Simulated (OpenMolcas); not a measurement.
**C8H6BF3Se (SMILES CC#CB1C=CC=C(C(F)(F)F)[Se]1): HF/pcseg-0 (RICD fitting)**

Aim: the energy difference between two shapes of C8H6BF3Se at HF/pcseg-0 (RICD fitting), from 2 runs. 

Program for the calculation: OpenMolcas 26.06.

5 further runs of the same task are left out: 2 that didn't finish, 3 set aside as unsound or not needed.

### 1 The molecule

The species is C8H6BF3Se (19 atoms), meant as a singlet with charge 0. SMILES: `CC#CB1C=CC=C(C(F)(F)F)[Se]1`. Geometry: a GFN2-xTB relaxation, a rough one for these elements and not checked as a minimum.

Some bond lengths: C1–C2 1.443 Å, C2–C3 1.209 Å, C3–B4 1.501 Å, B4–C5 1.523 Å, C5–C6 1.360 Å, C6–C7 1.419 Å, C7–C8 1.357 Å, C8–C9 1.497 Å, C9–F10 1.342 Å, C9–F11 1.348 Å, C9–F12 1.342 Å, B4–Se13 1.927 Å, C8–Se13 1.864 Å, C1–H14 1.090 Å, C1–H15 1.090 Å, C1–H16 1.090 Å. Some angles: C1–C2–C3 179.8°, C2–C3–B4 179.1°, C3–B4–C5 122.2°, C3–B4–Se13 118.5°, C5–B4–Se13 119.3°, B4–C5–C6 125.5°, C5–C6–C7 125.0°, C6–C7–C8 125.4°, C7–C8–C9 118.9°, C7–C8–Se13 126.5°.

### 2 The energy at HF/pcseg-0 (RICD fitting)

File calc.input:

```
* C8H6BF3Se Hartree-Fock

&GATEWAY
 BASLIB = $CurrDir
 COORD
 19
 angstrom
 C       -4.691370       0.539980       0.007390
 C       -3.265670       0.318170      -0.005360
 C       -2.071410       0.132400      -0.011400
 B       -0.592080      -0.120970      -0.016380
 C       -0.009070      -1.527790      -0.007130
 C        1.316260      -1.833670      -0.003080
 C        2.371230      -0.884390      -0.009600
 C        2.215590       0.463920      -0.031270
 C        3.433200       1.334320       0.000980
 F        4.453100       0.840000      -0.718430
 F        3.908390       1.497310       1.251970
 F        3.194080       2.567540      -0.470330
 Se       0.600050       1.392940      -0.033100
 H       -4.930800       1.477850      -0.493630
 H       -5.044170       0.591640       1.037610
 H       -5.204180      -0.277700      -0.499210
 H       -0.692390      -2.369090      -0.000920
 H        1.626540      -2.871230       0.006930
 H        3.382720      -1.271230      -0.005040
 BASIS = pcseg-0
 GROUP = NoSym
 RICD
 ACD

&SEWARD

&SCF
 PRORBITALS = 1 2
```

The basis set pcseg-0 is read from a file made from the Basis Set Exchange's data (not shown).

Command:

```bash
$ export MOLCAS_MEM=2480
$ pymolcas calc.input > calc.log
```

Standard output:

```text
--- Start Module: gateway ---
[...]
--- Stop Module: gateway /rc=_RC_ALL_IS_WELL_ ---
--- Start Module: seward ---
[...]
      Basis functions          142
--- Stop Module: seward /rc=_RC_ALL_IS_WELL_ ---
[...]
--- Start Module: scf ---
[...]
       Convergence after  20 Iterations
[...]
::    Total SCF energy                              -3024.4765110734
[...]
      Total spin, S                                     0.0000000000
[...]
      Total electronic charge=  120.000000
      Total            charge=   -0.000000
[...]
      Dipole Moment (debye):
      Origin of the operator (angstrom)=    0.9666    0.7238   -0.0092
                   X= -3.8439E+00               Y= -3.3908E+00               Z= -2.9990E-02           Total=  5.1258E+00
      Quadrupole Moment (debye*angstrom):
[...]
--- Stop Module: scf /rc=_RC_ALL_IS_WELL_ ---
[...]
```

Run time: 16 s. Hardware: 1 thread of Arm Neoverse V1, shared host; peak memory 0.094 GiB.

### 3 The distorted shape, same level

File calc.inp:

```
&GATEWAY
 BasLib
 $CurrDir
 Coord
 19
 angstrom
 C       -4.688023       0.544104       0.003909
 C       -3.269605       0.329044       0.012297
 C       -2.069806       0.110252      -0.025543
 B       -0.625577      -0.144929      -0.032708
 C       -0.006641      -1.526118      -0.024587
 C        1.307492      -1.805288       0.027072
 C        2.365586      -0.863493      -0.006440
 C        2.209145       0.484468      -0.056701
 C        3.437263       1.317391      -0.035424
 F        4.458039       0.835379      -0.688463
 F        3.923320       1.517356       1.214024
 F        3.234884       2.542941      -0.480986
 Se       0.605363       1.404507      -0.040355
 H       -4.934081       1.443653      -0.494103
 H       -5.042663       0.577561       1.050261
 H       -5.226919      -0.294651      -0.497312
 H       -0.670598      -2.367370       0.002204
 H        1.621837      -2.869053       0.021587
 H        3.363754      -1.273958       0.013201
 Basis
 pcseg-0
 Group
 NoSym
 RICD
 aCD

&SEWARD

&SCF
 PrOrbitals
 1 2
```

The basis set pcseg-0 is read from a file made from the Basis Set Exchange's data (not shown).

Command:

```bash
$ export MOLCAS_MEM=2480
$ pymolcas calc.inp > calc.log
```

Standard output:

```text
--- Start Module: gateway ---
[...]
--- Stop Module: gateway /rc=_RC_ALL_IS_WELL_ ---
--- Start Module: seward ---
[...]
      Basis functions          142
--- Stop Module: seward /rc=_RC_ALL_IS_WELL_ ---
[...]
--- Start Module: scf ---
[...]
       Convergence after  22 Iterations
[...]
::    Total SCF energy                              -3024.4644432082
[...]
      Total spin, S                                     0.0000000000
[...]
      Total electronic charge=  120.000000
      Total            charge=   -0.000000
[...]
      Dipole Moment (debye):
      Origin of the operator (angstrom)=    0.9707    0.7278   -0.0156
                   X= -4.3758E+00               Y= -3.5638E+00               Z= -2.2278E-01           Total=  5.6478E+00
      Quadrupole Moment (debye*angstrom):
[...]
--- Stop Module: scf /rc=_RC_ALL_IS_WELL_ ---
[...]
```

Run time: 18 s. Hardware: 1 thread of Arm Neoverse V1, shared host; peak memory 0.094 GiB.

### 4 Summary of results

At HF/pcseg-0 (RICD fitting):

```
                              quantity           value
             first shape: total energy  -3024.47651 Eh
            first shape: dipole moment          5.13 D
              first shape: HOMO energy        -9.24 eV
              first shape: LUMO energy         0.74 eV
            first shape: HOMO–LUMO gap         9.98 eV
         distorted shape: total energy  -3024.46444 Eh
        distorted shape: dipole moment          5.65 D
          distorted shape: HOMO energy        -9.14 eV
          distorted shape: LUMO energy         0.70 eV
        distorted shape: HOMO–LUMO gap         9.85 eV
energy change with the atoms displaced        0.328 eV
```

**Reading.** With the atoms displaced the energy rises by 0.33 eV (31.7 kJ/mol). The first shape isn't relaxed at this level, so the change isn't measured from a minimum.
